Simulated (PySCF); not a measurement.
# [Pb(CH3)]+: other functionals and bases at one geometry

The task here is to estimate one member of a computed series from the others.

Method: several levels, as the steps say, no spin–orbit coupling; program: PySCF 2.14.0.

1 further run of the same task is left out (for a known fault of the program).

**Where the work starts**

5 atoms, charge 1, spin multiplicity 1.

Bond lengths: Pb1–C2 2.260 Å, C2–H3 1.104 Å, C2–H4 1.104 Å, C2–H5 1.104 Å. Angles: Pb1–C2–H3 109.9°, Pb1–C2–H4 109.9°, Pb1–C2–H5 109.9°, H3–C2–H4 109.0°, H3–C2–H5 109.0°, H4–C2–H5 109.0°.

Coordinates:

```xyz
5
CH3Pb
Pb    0.00000    0.00000   -0.04580
C     0.00001    0.00001    2.21417
H    -1.03837    0.00001    2.59030
H     0.51920   -0.89926    2.59029
H     0.51921    0.89927    2.59029
```

Formal oxidation states: Pb +2. An earlier session relaxed this geometry at B3LYP, Pb def2-SVP with ECP60, C def2-SVP, H def2-SVP (singlet, point group C3v).

At B3LYP on the finer grid: E = -232.546824 Eh, HOMO -12.38 eV, LUMO -8.81 eV, Mulliken charge on Pb1 +1.02 e, largest force component 0.006 eV/Å. 

Levels to run: r2SCAN; wB97X; TPSSh; PBE0; B3LYP, TZVP; B3LYP, x2c-SVP. Hardware: 2 threads of Intel Xeon Platinum 8488C (Sapphire Rapids), shared host.

The first run:

Input file run.py (the lines that set the calculation):

```python
mol = gto.M(atom='''
Pb     0.00000     0.00000    -0.04580
C      0.00001     0.00001     2.21417
H     -1.03837     0.00001     2.59030
H      0.51920    -0.89926     2.59029
H      0.51921     0.89927     2.59029''',
    basis={'Pb': 'def2-SVP', 'C': 'def2-SVP', 'H': 'def2-SVP'},
    ecp={'Pb': 'def2-SVP'},
    charge=1, spin=0)
mf = dft.RKS(mol, xc='R2SCAN')
mf.grids.atom_grid = (75, 302)
mf = mf.density_fit()  # fitting sets: Pb def2-universal-JKFIT, C def2-universal-JKFIT, H def2-universal-JKFIT
mf.conv_tol = 1e-08; mf.max_cycle = 55
mf.kernel(dm0)  # dm0: the density of the relaxed state
```

Command:

```sh
OMP_NUM_THREADS=2 python run.py
```

Steps of the session up to this table: r2SCAN; wB97X; TPSSh; PBE0; B3LYP, TZVP; B3LYP, x2c-SVP.

One of the session's tables, all rows but one given; the rest of the session is left out.

| level | HOMO (eV) | gap (eV) | charge on Pb1 (e) | dipole (D) | largest force component (eV/Å) |
| --- | --- | --- | --- | --- | --- |
| B3LYP (relaxed here) | -12.38 | 3.57 | 1.02 | 0.66 | 0.01 |
| r2SCAN | -11.76 | 2.73 | 1.05 | 0.66 | 0.25 |
| wB97X | -14.71 | 8.21 | 1.05 | 0.51 | 0.40 |
| TPSSh | ? | ? | ? | ? | ? |
| PBE0 | -12.57 | 4.10 | 1.05 | 0.62 | 0.26 |
| B3LYP, TZVP | -12.35 | 3.54 | 1.06 | 0.60 | 0.33 |
| B3LYP, x2c-SVP | -12.41 | 3.56 | 1.06 | 0.63 | 0.38 |

**Question.** Estimate the row for TPSSh.

**Answer.** HOMO (eV): -11.97; gap (eV): 3.14; charge on Pb1 (e): 1.04; dipole (D): 0.62; largest force component (eV/Å): 0.06. In the column «HOMO (eV)» it lies between B3LYP, TZVP (-12.35) and r2SCAN (-11.76).

The dipole of a charged species depends on the origin, so these sizes hold for this origin alone.

In one basis the HOMO–LUMO gap runs from 2.73 eV (r2SCAN) to 8.21 eV (wB97X). The largest leftover force, 0.40 eV/Å with wB97X, stands at a geometry relaxed at another level. Total energies of different levels can't be compared.
